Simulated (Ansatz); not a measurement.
# AlH5SSi2: the cost of one run

Computed with Ansatz 0.2.0, Gaussian basis. Level: the settings change from run to run.

### 1 The relaxed structure

An earlier PBE0-D4 in a triple-zeta def2 set relaxation fixed the geometry.

SMILES `[SiH3][SiH]1[AlH][S]1`, 9 atoms, charge 0, spin multiplicity 1.

Atoms are counted from 1 here; the program's logs count them from 0.

Bond lengths: Si1–Si2 2.331 Å, Si1–H5 1.488 Å, Si1–H6 1.487 Å, Si1–H7 1.489 Å, Si2–Al3 2.324 Å, Si2–S4 2.217 Å, Si2–H8 1.491 Å, Al3–S4 2.167 Å, Al3–H9 1.572 Å. Angles: Si2–Si1–H5 111.4°, Si2–Si1–H6 108.7°, Si2–Si1–H7 110.2°, H5–Si1–H6 108.9°, H5–Si1–H7 108.7°, H6–Si1–H7 108.9°, Si1–Si2–Al3 125.1°, Si1–Si2–S4 111.6°, Si1–Si2–H8 111.7°, Al3–Si2–S4 56.9°, Al3–Si2–H8 122.5°, S4–Si2–H8 111.5°, Si2–Al3–S4 59.0°, Si2–Al3–H9 164.6°, S4–Al3–H9 136.4°, Si2–S4–Al3 64.0°.

### 2 r2SCAN/def2-TZVPD

This run has charge -1, multiplicity 2, restricted open-shell orbitals, D3(BJ) with three-body dispersion, the search for lower states set to light.

File in.yaml:

```yaml
crystal:
  periodic: [false, false, false]
  atoms:
    - {symbol: Si, position_ang: [-0.695110, 1.596505, 0.010464]}
    - {symbol: Si, position_ang: [0.609231, -0.251488, -0.552392]}
    - {symbol: Al, position_ang: [0.901732, -2.134378, 0.778218]}
    - {symbol: S, position_ang: [-0.618970, -2.084409, -0.764300]}
    - {symbol: H, position_ang: [-1.654857, 1.934683, -1.075667]}
    - {symbol: H, position_ang: [-1.458533, 1.283298, 1.247703]}
    - {symbol: H, position_ang: [0.172558, 2.779302, 0.265823]}
    - {symbol: H, position_ang: [1.426781, 0.002545, -1.772800]}
    - {symbol: H, position_ang: [1.405767, -3.172458, 1.845851]}
basis:
  gaussian: {orbitals: def2-TZVPD}
total_charge: -1
magnetization: {spin_polarized: false, initial_magnetization: 1}
hamiltonian: {xc: {name: r2SCAN}, dispersion: d3bjatm}
scf: {lower_state_search: light}
```

Run with:

```console
$ ansatz run in.yaml --threads 2 --pin off --events-out ev --progress --plain --max-ram 4352MiB
```

**Question.** How long does this run take on 2 threads of Arm Neoverse V1, shared host, and how much memory does it need?

About 46 s, with a peak of 0.57 GiB.
